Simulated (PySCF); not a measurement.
# C₃H₉NSi: electronic excitations at several levels of theory

Aim: compute the electronic excitations of C₃H₉NSi (`[SiH3]NC1CC1`) at several levels, and see how far they spread and what each costs.

Computed with PySCF 2.14.0, with density-fitted response routines of our own, on a single molecule in the gas phase. Atoms count from 0, in the outputs and in this text.

## Step 1: The starting structure

14 atoms, charge 0, multiplicity 1; geometry from: GFN2-xTB. The atoms were then displaced at random by about 0.01 Å, so the start is not that level's minimum.

Bonds of the start (Å): Si0–N1 1.72, N1–C2 1.44, C2–C3 1.47, C3–C4 1.49, C4–C2 1.48, Si0–H5 1.43, Si0–H6 1.47, Si0–H7 1.50, N1–H8 1.01, C2–H9 1.10, C3–H10 1.12, C3–H11 1.06, C4–H12 1.07, C4–H13 1.10.

## Step 2: Geometry optimisation at PBE0-D3(BJ)/def2-SVP

The job: settings as JSON, then the geometry in Å.

```
{"job": {"xc": "PBE0", "basis": "def2-SVP", "d3": "d3bj", "grid": 1, "shake": 0.01, "kind": "geom"}, "charge": 0, "multiplicity": 1}
Si     1.898250     0.450960    -0.073560
N      0.828110    -0.176990     1.121840
C     -0.608850    -0.163620     1.103920
C     -1.341390    -0.918390     0.072130
C     -1.355640     0.573400     0.055440
H      3.208110     0.135120     0.403220
H      1.702500    -0.077550    -1.431070
H      1.673290     1.928740    -0.134290
H      1.182580    -0.943710     1.684550
H     -1.008380    -0.154200     2.127210
H     -2.287480    -1.430950     0.385100
H     -0.811430    -1.430190    -0.687910
H     -0.826860     1.078370    -0.728540
H     -2.259970     1.113950     0.374230
```

On the command line:

```
> OMP_NUM_THREADS=1 python probes_run.py task.json out
```

This one command runs all jobs of the session in turn.

Output:

```text
step   0  E = -463.40700384  max force = 0.049018
step   1  E = -463.41331970  max force = 0.006777
step   2  E = -463.41375325  max force = 0.002149
step   3  E = -463.41387030  max force = 0.006075
step   4  E = -463.41410833  max force = 0.003694
step   5  E = -463.41445516  max force = 0.003003
step   6  E = -463.41481076  max force = 0.002937
step   7  E = -463.41512536  max force = 0.003420
step   8  E = -463.41528343  max force = 0.003422
step   9  E = -463.41541560  max force = 0.001549
step  10  E = -463.41547442  max force = 0.001362
step  11  E = -463.41567976  max force = 0.002130
step  12  E = -463.41579231  max force = 0.002151
step  13  E = -463.41603416  max force = 0.002132
step  14  E = -463.41607696  max force = 0.001394
step  15  E = -463.41612764  max force = 0.000555
step  16  E = -463.41614015  max force = 0.000375
optimisation converged
```

Run time: 76 s. Hardware: 1 thread of Arm Neoverse V2, shared host; peak memory 0.5 GiB.

Along the way:

| step | energy from step 0 (eV) | largest force component (eV/Å) |
| --- | --- | --- |
| 0 | 0.0000 | 2.5206 |
| 1 | -0.1719 | 0.3485 |
| 2 | -0.1837 | 0.1105 |
| 3 | -0.1868 | 0.3124 |
| 4 | -0.1933 | 0.1900 |
| 5 | -0.2028 | 0.1544 |
| 6 | -0.2124 | 0.1510 |
| 7 | -0.2210 | 0.1759 |
| 8 | -0.2253 | 0.1760 |
| 9 | -0.2289 | 0.0797 |
| 10 | -0.2305 | 0.0700 |
| 11 | -0.2361 | 0.1095 |
| 12 | -0.2391 | 0.1106 |
| 13 | -0.2457 | 0.1096 |
| 14 | -0.2469 | 0.0717 |
| 15 | -0.2483 | 0.0285 |
| 16 | -0.2486 | 0.0193 |

Distances of close pairs at the start and the end, largest changes first:

| bond | before (Å) | after (Å) | change (Å) |
| --- | --- | --- | --- |
| Si0–H5 | 1.429 | 1.494 | +0.064 |
| C3–H11 | 1.059 | 1.093 | +0.034 |
| C3–H10 | 1.121 | 1.093 | -0.027 |
| C2–C3 | 1.473 | 1.501 | +0.027 |
| Si0–H6 | 1.470 | 1.494 | +0.025 |
| C4–H12 | 1.072 | 1.093 | +0.021 |
| C2–C4 | 1.483 | 1.502 | +0.019 |
| Si0–N1 | 1.723 | 1.737 | +0.014 |

The next job starts from the end point, and lists it.

| at the end point | value |
| --- | --- |
| point group (found at 0.08 Å tolerance) | C1 |
| rotational constants (GHz, main isotopes) | 10.910, 2.132, 1.957 |
| dipole moment (D) | 1.09 |

## Step 3: Excited states and response: PBE0/def2-SVP

The job: settings as JSON, then the geometry in Å.

```
{"job": {"kind": "uv", "xc": "PBE0", "basis": "def2-SVP"}, "charge": 0, "multiplicity": 1}
Si     1.969199     0.789138     0.077345
N      0.818273    -0.400923     0.601805
C     -0.555715    -0.100511     0.840602
C     -1.602730    -1.053252     0.342600
C     -1.417247     0.273651    -0.331431
H      3.286228     0.091647    -0.022631
H      1.574208     1.334759    -1.256700
H      2.125736     1.964015     1.000320
H      1.169037    -1.172250     1.160441
H     -0.796771     0.416667     1.782374
H     -2.493545    -1.216659     0.954693
H     -1.239162    -1.935601    -0.190123
H     -0.940440     0.272807    -1.314824
H     -2.174129     1.049080    -0.189751
```

Level: TDDFT PBE0/def2-SVP, vertical, gas phase, core orbitals frozen in the response.

Output:

```text
coarse grid: 11528 points
cycle   1  E = -463.3147148378  dE =  4.214e-01  |g| = 3.710e-01  |ddm| = 3.624e+00
cycle   2  E = -463.2982511701  dE =  1.646e-02  |g| = 4.636e-01  |ddm| = 8.448e-01
cycle   3  E = -463.3490188486  dE = -5.077e-02  |g| = 4.639e-02  |ddm| = 5.054e-01
cycle   4  E = -463.3493637918  dE = -3.449e-04  |g| = 2.683e-02  |ddm| = 7.563e-02
cycle   5  E = -463.3495390639  dE = -1.753e-04  |g| = 2.712e-03  |ddm| = 2.866e-02
cycle   6  E = -463.3495408093  dE = -1.745e-06  |g| = 4.145e-04  |ddm| = 4.036e-03
final grid: 104896 points
cycle   7  E = -463.4066851486  dE = -1.977e-05  |g| = 6.728e-03  |ddm| = 2.398e-02
cycle   8  E = -463.4066781322  dE =  7.016e-06  |g| = 8.682e-03  |ddm| = 1.554e-02
cycle   9  E = -463.4066968646  dE = -1.873e-05  |g| = 6.396e-04  |ddm| = 9.035e-03
cycle  10  E = -463.4066969554  dE = -9.077e-08  |g| = 1.766e-04  |ddm| = 7.888e-04
cycle  11  E = -463.4066969625  dE = -7.120e-09  |g| = 2.295e-05  |ddm| = 2.039e-04
cycle  12  E = -463.4066969626  dE = -1.401e-10  |g| = 5.573e-06  |ddm| = 4.515e-05
converged SCF energy = -463.4066969626

Static polarisability (au): isotropic 61.292, principal 54.293 57.684 71.899

Singlet excitations
state   eV       nm        f      main configurations
  1   6.4279    192.9   0.01433   H->L 0.98
  2   7.2891    170.1   0.01339   H->L+1 0.91
  3   7.7133    160.7   0.04523   H->L+2 0.91
  4   8.0140    154.7   0.01977   H->L+3 0.86
  5   8.1043    153.0   0.00526   H-1->L 0.71, H->L+5 0.19
  6   8.1333    152.4   0.02493   H->L+5 0.62, H-1->L 0.23
  7   8.4476    146.8   0.05475   H->L+4 0.85
  8   8.6882    142.7   0.04270   H->L+6 0.60, H-2->L 0.24, H->L+5 0.09
  9   8.7485    141.7   0.05033   H-2->L 0.62, H->L+6 0.21
 10   8.8424    140.2   0.01261   H-1->L+1 0.54, H-1->L+2 0.35

Triplet excitations (Tamm-Dancoff, eV): 6.0467 7.0692 7.3398 7.6072
```

Wall time 9.6 s (1 thread of Arm Neoverse V2, shared host); peak memory 0.63 GiB.

The orbitals next to the gap, with their largest atomic shares:

| orbital | eV | atoms |
| --- | --- | --- |
| HOMO−3 | -9.45 | Si0 41 %, H5 33 %, H6 18 % |
| HOMO−2 | -8.77 | C4 29 %, C3 27 %, Si0 10 % |
| HOMO−1 | -8.16 | C2 38 %, C4 19 %, C3 18 % |
| HOMO | -6.74 | N1 60 %, C3 7 %, H7 6 % |
| LUMO | 1.18 | Si0 58 %, H8 13 %, N1 10 % |
| LUMO+1 | 2.00 | Si0 46 %, H6 14 %, H5 10 % |
| LUMO+2 | 2.22 | H9 20 %, Si0 20 %, H10 14 % |

With each of the 10 states as a Gaussian band of 0.4 eV half-width at 1/e, the curve within the window shown has maxima at 193 nm (ε 590), 145 nm (ε 6,100) L/(mol cm). Beyond the last state computed it falls off for lack of states. The curve at chosen wavelengths:

| nm | ε (L/mol/cm) |
| --- | --- |
| 136 | 1651 |
| 139 | 3724 |
| 142 | 5566 |
| 145 | 6094 |
| 148 | 5497 |
| 151 | 4642 |
| 154 | 4018 |
| 158 | 3455 |
| 161 | 2985 |
| 164 | 2404 |
| 167 | 1795 |
| 170 | 1263 |
| 173 | 852 |
| 176 | 569 |
| 179 | 411 |
| 182 | 371 |
| 185 | 419 |
| 188 | 504 |
| 191 | 571 |
| 195 | 571 |
| 198 | 501 |
| 201 | 396 |
| 204 | 283 |
| 207 | 186 |
| 210 | 112 |
| 213 | 63 |

Ground-state properties from the same run:

| property | computed |
| --- | --- |
| dipole moment (D) | 1.09 |
| polarisability (Å³) | 9.08 |
| HOMO–LUMO gap (eV) | 7.91 |
| −ε(HOMO) (eV) | 6.74 |

## Step 4: Excited states and response: PBE0/def2-TZVP

Same as in step 3 but for these lines:

```diff
@@ -1,2 +1,2 @@
-{"job": {"kind": "uv", "xc": "PBE0", "basis": "def2-SVP"}, "charge": 0, "multiplicity": 1}
+{"job": {"kind": "uv", "xc": "PBE0", "basis": "def2-TZVP"}, "charge": 0, "multiplicity": 1}
 Si     1.969199     0.789138     0.077345
```

Level: TDDFT PBE0/def2-TZVP, vertical, gas phase, core orbitals frozen in the response.

Output:

```text
coarse grid: 11528 points
cycle   1  E = -463.6667038353  dE =  4.398e-01  |g| = 4.147e-01  |ddm| = 2.624e+00
cycle   2  E = -463.6407518985  dE =  2.595e-02  |g| = 5.393e-01  |ddm| = 8.055e-01
cycle   3  E = -463.7067514866  dE = -6.600e-02  |g| = 5.637e-02  |ddm| = 5.335e-01
cycle   4  E = -463.7072003707  dE = -4.489e-04  |g| = 3.324e-02  |ddm| = 6.251e-02
cycle   5  E = -463.7074522269  dE = -2.519e-04  |g| = 4.529e-03  |ddm| = 2.678e-02
cycle   6  E = -463.7074564458  dE = -4.219e-06  |g| = 6.410e-04  |ddm| = 4.259e-03
final grid: 104896 points
cycle   7  E = -463.6963774586  dE = -4.592e-05  |g| = 7.541e-03  |ddm| = 4.875e-02
cycle   8  E = -463.6963681486  dE =  9.310e-06  |g| = 9.797e-03  |ddm| = 1.365e-02
cycle   9  E = -463.6963908616  dE = -2.271e-05  |g| = 7.786e-04  |ddm| = 7.945e-03
cycle  10  E = -463.6963909716  dE = -1.099e-07  |g| = 3.459e-04  |ddm| = 9.045e-04
cycle  11  E = -463.6963909979  dE = -2.632e-08  |g| = 4.524e-05  |ddm| = 2.688e-04
cycle  12  E = -463.6963909983  dE = -4.380e-10  |g| = 1.127e-05  |ddm| = 5.260e-05
converged SCF energy = -463.6963909983

Static polarisability (au): isotropic 68.411, principal 60.525 64.279 80.428

Singlet excitations
state   eV       nm        f      main configurations
  1   6.0617    204.5   0.01455   H->L 0.98
  2   7.0568    175.7   0.00437   H->L+1 0.90
  3   7.3284    169.2   0.04042   H->L+2 0.79, H->L+5 0.10
  4   7.4395    166.7   0.02850   H->L+5 0.41, H->L+3 0.28, H->L+4 0.14
  5   7.5456    164.3   0.00252   H->L+3 0.67, H->L+5 0.21
  6   7.6182    162.7   0.00923   H-1->L 0.92
  7   7.7961    159.0   0.01544   H->L+4 0.70, H->L+5 0.20
  8   7.9871    155.2   0.09444   H->L+6 0.92
  9   8.2466    150.3   0.01074   H-2->L 0.91
 10   8.4626    146.5   0.00244   H-1->L+2 0.52, H-1->L+1 0.37

Triplet excitations (Tamm-Dancoff, eV): 5.7303 6.8549 7.0059 7.1820
```

It took 22 s on 1 thread of Arm Neoverse V2, shared host; peak memory 0.82 GiB.

This run: HOMO -6.85 eV, LUMO 0.62 eV; lowest singlet 6.06 eV.

## Step 5: Ultraviolet spectrum: PBE0/aug-cc-pVDZ

Same as in step 4 but for these lines:

```diff
@@ -1,2 +1,2 @@
-{"job": {"kind": "uv", "xc": "PBE0", "basis": "def2-TZVP"}, "charge": 0, "multiplicity": 1}
+{"job": {"kind": "uv", "xc": "PBE0", "basis": "aug-cc-pVDZ"}, "charge": 0, "multiplicity": 1}
 Si     1.969199     0.789138     0.077345
```

Level: TDDFT PBE0/aug-cc-pVDZ, vertical, gas phase, core orbitals frozen in the response.

Output:

```text
coarse grid: 11528 points
cycle   1  E = -463.5862017901  dE =  4.867e-01  |g| = 3.912e-01  |ddm| = 9.238e+00
cycle   2  E = -463.5600898929  dE =  2.611e-02  |g| = 5.184e-01  |ddm| = 2.170e+00
cycle   3  E = -463.6243605618  dE = -6.427e-02  |g| = 5.338e-02  |ddm| = 1.035e+00
cycle   4  E = -463.6248498978  dE = -4.893e-04  |g| = 2.934e-02  |ddm| = 1.532e-01
cycle   5  E = -463.6250591728  dE = -2.093e-04  |g| = 2.933e-03  |ddm| = 6.677e-02
cycle   6  E = -463.6250613012  dE = -2.128e-06  |g| = 5.793e-04  |ddm| = 9.616e-03
final grid: 104896 points
cycle   7  E = -463.6372024670  dE = -2.469e-05  |g| = 7.629e-03  |ddm| = 2.163e-01
cycle   8  E = -463.6371914907  dE =  1.098e-05  |g| = 1.018e-02  |ddm| = 4.821e-02
cycle   9  E = -463.6372176056  dE = -2.611e-05  |g| = 8.045e-04  |ddm| = 2.214e-02
cycle  10  E = -463.6372177479  dE = -1.423e-07  |g| = 2.269e-04  |ddm| = 1.888e-03
cycle  11  E = -463.6372177597  dE = -1.177e-08  |g| = 3.429e-05  |ddm| = 6.060e-04
cycle  12  E = -463.6372177600  dE = -3.099e-10  |g| = 1.042e-05  |ddm| = 1.879e-04
converged SCF energy = -463.6372177600

Static polarisability (au): isotropic 72.647, principal 64.677 68.312 84.951

Singlet excitations
state   eV       nm        f      main configurations
  1   5.5695    222.6   0.00935   H->L 0.90
  2   6.1639    201.1   0.02669   H->L+1 0.82
  3   6.2545    198.2   0.01697   H->L+2 0.76, H->L+3 0.12, H->L+1 0.09
  4   6.3708    194.6   0.00635   H->L+3 0.57, H->L+4 0.30
  5   6.4361    192.6   0.02780   H->L+4 0.61, H->L+3 0.27
  6   6.6866    185.4   0.00218   H->L+5 0.73, H->L+6 0.18
  7   6.9165    179.3   0.01564   H->L+6 0.75, H->L+5 0.20
  8   7.0370    176.2   0.01004   H-1->L 0.95
  9   7.2332    171.4   0.00317   H->L+7 0.97
 10   7.3106    169.6   0.00417   H->L+8 0.79, H->L+9 0.13

Triplet excitations (Tamm-Dancoff, eV): 5.3631 6.0091 6.1433 6.2799
```

Run time: 20 s. Hardware: 1 thread of Arm Neoverse V2, shared host; peak memory 0.85 GiB.

This run: HOMO -6.81 eV, LUMO -0.08 eV; lowest singlet 5.57 eV.

## Step 6: TDDFT and polarisability: PBE0/def2-TZVPD

Same as in step 5 but for these lines:

```diff
@@ -1,2 +1,2 @@
-{"job": {"kind": "uv", "xc": "PBE0", "basis": "aug-cc-pVDZ"}, "charge": 0, "multiplicity": 1}
+{"job": {"kind": "uv", "xc": "PBE0", "basis": "def2-TZVPD"}, "charge": 0, "multiplicity": 1}
 Si     1.969199     0.789138     0.077345
```

With the program's defaults for keys left out, this is: TDDFT PBE0/def2-TZVPD, vertical, gas phase, core orbitals frozen in the response.

Output:

```text
coarse grid: 11528 points
cycle   1  E = -463.6680722441  dE =  4.394e-01  |g| = 4.135e-01  |ddm| = 3.273e+00
cycle   2  E = -463.6409907841  dE =  2.708e-02  |g| = 5.424e-01  |ddm| = 1.365e+00
cycle   3  E = -463.7078996127  dE = -6.691e-02  |g| = 5.816e-02  |ddm| = 6.549e-01
cycle   4  E = -463.7083822099  dE = -4.826e-04  |g| = 3.394e-02  |ddm| = 8.825e-02
cycle   5  E = -463.7086452522  dE = -2.630e-04  |g| = 4.553e-03  |ddm| = 4.252e-02
cycle   6  E = -463.7086494808  dE = -4.229e-06  |g| = 6.391e-04  |ddm| = 6.764e-03
final grid: 104896 points
cycle   7  E = -463.6975845597  dE = -5.002e-05  |g| = 7.599e-03  |ddm| = 2.332e-01
cycle   8  E = -463.6975747858  dE =  9.774e-06  |g| = 9.943e-03  |ddm| = 2.943e-02
cycle   9  E = -463.6975982008  dE = -2.342e-05  |g| = 8.110e-04  |ddm| = 1.250e-02
cycle  10  E = -463.6975983207  dE = -1.198e-07  |g| = 3.586e-04  |ddm| = 1.310e-03
cycle  11  E = -463.6975983490  dE = -2.832e-08  |g| = 4.616e-05  |ddm| = 4.977e-04
cycle  12  E = -463.6975983495  dE = -4.585e-10  |g| = 1.180e-05  |ddm| = 1.199e-04
converged SCF energy = -463.6975983495

Static polarisability (au): isotropic 72.041, principal 64.142 67.757 84.224

Singlet excitations
state   eV       nm        f      main configurations
  1   5.8055    213.6   0.01239   H->L 0.95
  2   6.4844    191.2   0.01646   H->L+1 0.94
  3   6.6840    185.5   0.00497   H->L+2 0.77, H->L+3 0.10
  4   6.7551    183.5   0.03047   H->L+3 0.47, H->L+4 0.47
  5   6.8163    181.9   0.02140   H->L+5 0.40, H->L+3 0.30, H->L+4 0.20
  6   6.9562    178.2   0.02361   H->L+5 0.47, H->L+4 0.26, H->L+2 0.14
  7   7.2629    170.7   0.02597   H->L+6 0.85, H-1->L 0.10
  8   7.2769    170.4   0.01450   H-1->L 0.87, H->L+6 0.09
  9   7.8136    158.7   0.00414   H-1->L+1 0.57, H-1->L+3 0.17, H-1->L+2 0.15
 10   7.8305    158.3   0.00334   H->L+7 0.57, H->L+8 0.34

Triplet excitations (Tamm-Dancoff, eV): 5.5430 6.3048 6.5751 6.5870
```

Run time: 33 s. Hardware: 1 thread of Arm Neoverse V2, shared host; peak memory 0.95 GiB.

Key values: HOMO -6.88 eV, LUMO 0.24 eV; lowest singlet 5.81 eV.

## Step 7: Ultraviolet spectrum: PBE0/6-31+G*

Same as in step 6 but for these lines:

```diff
@@ -1,2 +1,2 @@
-{"job": {"kind": "uv", "xc": "PBE0", "basis": "def2-TZVPD"}, "charge": 0, "multiplicity": 1}
+{"job": {"kind": "uv", "xc": "PBE0", "basis": "6-31+G*"}, "charge": 0, "multiplicity": 1}
 Si     1.969199     0.789138     0.077345
```

Method: TDDFT PBE0/6-31+G*, vertical, gas phase, core orbitals frozen in the response.

Output:

```text
coarse grid: 11528 points
cycle   1  E = -463.6154527526  dE =  4.669e-01  |g| = 3.894e-01  |ddm| = 3.865e+00
cycle   2  E = -463.5921724003  dE =  2.328e-02  |g| = 5.049e-01  |ddm| = 2.765e+00
cycle   3  E = -463.6538373759  dE = -6.166e-02  |g| = 5.101e-02  |ddm| = 1.819e+00
cycle   4  E = -463.6542652285  dE = -4.279e-04  |g| = 2.867e-02  |ddm| = 1.582e-01
cycle   5  E = -463.6544646475  dE = -1.994e-04  |g| = 2.510e-03  |ddm| = 7.488e-02
cycle   6  E = -463.6544661621  dE = -1.515e-06  |g| = 4.382e-04  |ddm| = 1.537e-02
final grid: 104896 points
cycle   7  E = -463.6032844849  dE = -1.980e-05  |g| = 7.492e-03  |ddm| = 7.921e-02
cycle   8  E = -463.6032746955  dE =  9.789e-06  |g| = 9.887e-03  |ddm| = 4.904e-02
cycle   9  E = -463.6032992748  dE = -2.458e-05  |g| = 7.662e-04  |ddm| = 2.659e-02
cycle  10  E = -463.6032994061  dE = -1.313e-07  |g| = 2.114e-04  |ddm| = 1.776e-03
cycle  11  E = -463.6032994161  dE = -1.001e-08  |g| = 2.653e-05  |ddm| = 5.694e-04
cycle  12  E = -463.6032994163  dE = -1.761e-10  |g| = 8.770e-06  |ddm| = 1.818e-04
converged SCF energy = -463.6032994163

Static polarisability (au): isotropic 65.711, principal 59.089 61.627 76.415

Singlet excitations
state   eV       nm        f      main configurations
  1   5.6784    218.3   0.00839   H->L 0.97
  2   6.3968    193.8   0.02738   H->L+1 0.96
  3   6.5763    188.5   0.03004   H->L+2 0.95
  4   6.6494    186.5   0.01639   H->L+3 0.53, H->L+4 0.42
  5   6.8086    182.1   0.02817   H->L+4 0.53, H->L+3 0.43
  6   7.1229    174.1   0.00260   H->L+6 0.56, H->L+5 0.22, H->L+7 0.15
  7   7.1926    172.4   0.00947   H-1->L 0.96
  8   7.3873    167.8   0.00425   H->L+5 0.72, H->L+6 0.25
  9   7.6310    162.5   0.01510   H->L+7 0.79, H->L+6 0.14
 10   7.7521    159.9   0.01371   H-1->L+1 0.64, H-1->L+3 0.17, H-1->L+2 0.10

Triplet excitations (Tamm-Dancoff, eV): 5.4538 6.2336 6.4535 6.5343
```

Wall time 10 s (1 thread of Arm Neoverse V2, shared host); peak memory 0.63 GiB.

This run: HOMO -6.80 eV, LUMO 0.14 eV; lowest singlet 5.68 eV.

## Step 8: Side by side: electronic excitations

Excitations and ground-state properties, with basis size and wall time:

| run | lowest singlet (eV) | brightest (eV) | f | gap (eV) | α (Å³) | μ (D) | functions | time |
| --- | --- | --- | --- | --- | --- | --- | --- | --- |
| PBE0/def2-SVP | 6.43 | 8.45 | 0.055 | 7.91 | 9.08 | 1.09 | 119 | 9.6 s |
| PBE0/def2-TZVP | 6.06 | 7.99 | 0.094 | 7.47 | 10.14 | 1.11 | 215 | 22 s |
| PBE0/aug-cc-pVDZ | 5.57 | 6.44 | 0.028 | 6.73 | 10.77 | 1.04 | 200 | 20 s |
| PBE0/def2-TZVPD | 5.81 | 6.76 | 0.030 | 7.12 | 10.68 | 1.08 | 272 | 33 s |
| PBE0/6-31+G* | 5.68 | 6.58 | 0.030 | 6.94 | 9.74 | 1.05 | 112 | 10 s |

## Step 9: What came out

| quantity | value |
| --- | --- |
| point group | C1 |
| rotational constants (main isotopes) | 10.91, 2.13, 1.96 GHz |
| lowest singlet (PBE0/def2-SVP) | 6.43 eV (193 nm), f = 0.014 |
| brightest single state of those computed | state 7, 8.45 eV, f = 0.055 |
| lowest triplet | 6.05 eV |
| range of the lowest singlet | 5.57 to 6.43 eV |

**Reading.** Single values in the summary come from the first run of each kind that ended normally (PBE0/def2-SVP), which need not be the best level. The optimisation took 16 steps and gained 0.249 eV; among the close pairs (by a distance rule), Si0–H5 changed most, from 1.429 to 1.494 Å. The lowest singlet, at 6.43 eV, is HOMO→LUMO 0.98 and is weak; of the 10 states computed, the strongest absorption comes from state 7 at 8.45 eV. The lowest triplet lies 0.38 eV below the lowest singlet (triplets in Tamm-Dancoff, singlets in full TDDFT). States above −ε(HOMO) lie where TDDFT describes them poorly and they hang on the basis; the brightest is among them. The basis of PBE0/def2-SVP has no diffuse functions, so Rydberg states are missing and the high states are unreliable. The lowest singlet runs from 5.57 eV (PBE0/aug-cc-pVDZ) to 6.43 eV (PBE0/def2-SVP), while the orbital gap spans 6.73 to 7.91 eV. The lowest state need not be the same one in every run. The runs solved for a few states only, so the brightest column depends on that window.
